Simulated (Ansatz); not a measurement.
# C2H3F + H radical: a complex and its separated parts

The complex below is one end of an elementary step. How strongly is it bound against its free parts?

Method: PBE0-D4/def2-TZVP structures, single points in def2-TZVPP, no counterpoise correction; program: Ansatz 0.2.0, Gaussian basis.

Levels: SPW92, PBE-D4, BLYP-D4, r2SCAN-D4, B97M-V, PBE0-D4, B3LYP-D4, r2SCAN0-D4, BHLYP-D4, CAM-B3LYP-D4, wB97X-V, wB97M-V, B2PLYP, PBE-QIDH, Hartree-Fock, MP2, CCSD, CCSD(T).

Cores are frozen in the correlated methods. Orbitals are unrestricted. B3LYP uses VWN-RPA correlation. B2PLYP carries no dispersion term here.

40 further runs of the same task are left out: 40 set aside as unsound or not needed.

## (1) The system as given

The complex: 7 atoms, charge 0, spin multiplicity 2.

Atoms are counted from 1 here; the program's logs count them from 0.

Bond lengths: C1–C2 1.317 Å, C1–H5 1.081 Å, C1–H6 1.082 Å, C2–F3 1.336 Å, C2–H7 1.084 Å. Angles: C2–C1–H5 119.2°, C2–C1–H6 121.6°, H5–C1–H6 119.2°, C1–C2–F3 122.3°, C1–C2–H7 125.7°, F3–C2–H7 112.0°.

As a file:

```
atom    x (Å)    y (Å)    z (Å)
  C1   0.2595  -0.4981   0.2904
  C2   0.0550  -0.1867  -0.9723
  F3   0.8981   0.5859  -1.6635
  H4  -1.0965   1.8735   2.2888
  H5  -0.4557  -1.1269   0.8018
  H6   1.1267  -0.1390   0.8292
  H7  -0.7873  -0.5086  -1.5745
```

Its parts: C2H3F holds atoms 1, 2, 3, 5, 6, 7; H radical holds atoms 4. Each part counts its atoms afresh in its own runs.

## (2) Relaxing C2H3F alone

The input, relax-a/in.yaml:

```yaml
crystal:
  periodic: [false, false, false]
  atoms:
    - {symbol: C, position_ang: [0.259548, -0.498135, 0.290443]}
    - {symbol: C, position_ang: [0.055049, -0.186670, -0.972277]}
    - {symbol: F, position_ang: [0.898121, 0.585870, -1.663506]}
    - {symbol: H, position_ang: [-0.455677, -1.126944, 0.801775]}
    - {symbol: H, position_ang: [1.126722, -0.139028, 0.829183]}
    - {symbol: H, position_ang: [-0.787330, -0.508568, -1.574482]}
basis:
  gaussian: {orbitals: def2-TZVP}
hamiltonian: {xc: pbe0, dispersion: d4}
relax: {f_tol: 0.005, max_steps: 200}
```

Run with:

```
> ansatz run in.yaml --threads 2 --pin off --events-out ev --progress --plain --max-ram 4352MiB
```

The runs that follow: SPW92/def2-TZVPP; PBE-D4/def2-TZVPP; BLYP-D4/def2-TZVPP; r2SCAN-D4/def2-TZVPP; B97M-V/def2-TZVPP; PBE0-D4/def2-TZVPP; B3LYP-D4/def2-TZVPP; r2SCAN0-D4/def2-TZVPP; BHLYP-D4/def2-TZVPP; CAM-B3LYP-D4/def2-TZVPP; wB97X-V/def2-TZVPP; wB97M-V/def2-TZVPP; B2PLYP/def2-TZVPP; PBE-QIDH/def2-TZVPP; RPA on PBE/def2-TZVPP; CCSD(T)/def2-TZVPP; MP2/def2-QZVPP; Vibrations of C2H3F.

**Question.** What will these runs give? Wanted: complex less parts, CCSD(T)/def2-TZVPP; with zero-point energy; largest T1 diagnostic.

**Answer**, as computed:

| quantity | value |
| --- | --- |
| complex less parts, CCSD(T)/def2-TZVPP | -0.06 kcal/mol |
| with zero-point energy | +0.15 kcal/mol |
| largest T1 diagnostic | 0.012 |

**Reading.** At CCSD(T) the complex lies 0.06 kcal/mol below its parts. Among the functionals B2PLYP lands nearest to CCSD(T) (+0.05 kcal/mol) and SPW92 farthest (-0.69 kcal/mol). PBE-QIDH is as near within the digits shown. By rung, the mean size of the error is: LDA 0.69, GGA 0.23, meta-GGA 0.22, hybrid 0.24, range-separated hybrid 0.19, double hybrid 0.05 kcal/mol. PBE-D4 gives a relative energy 0.22 kcal/mol too low, an error of 361 % of the reference. No counterpoise was applied, and triple zeta lacks some correlation, so the CCSD(T) reference has a basis error of its own, and close matches with it are partly luck.
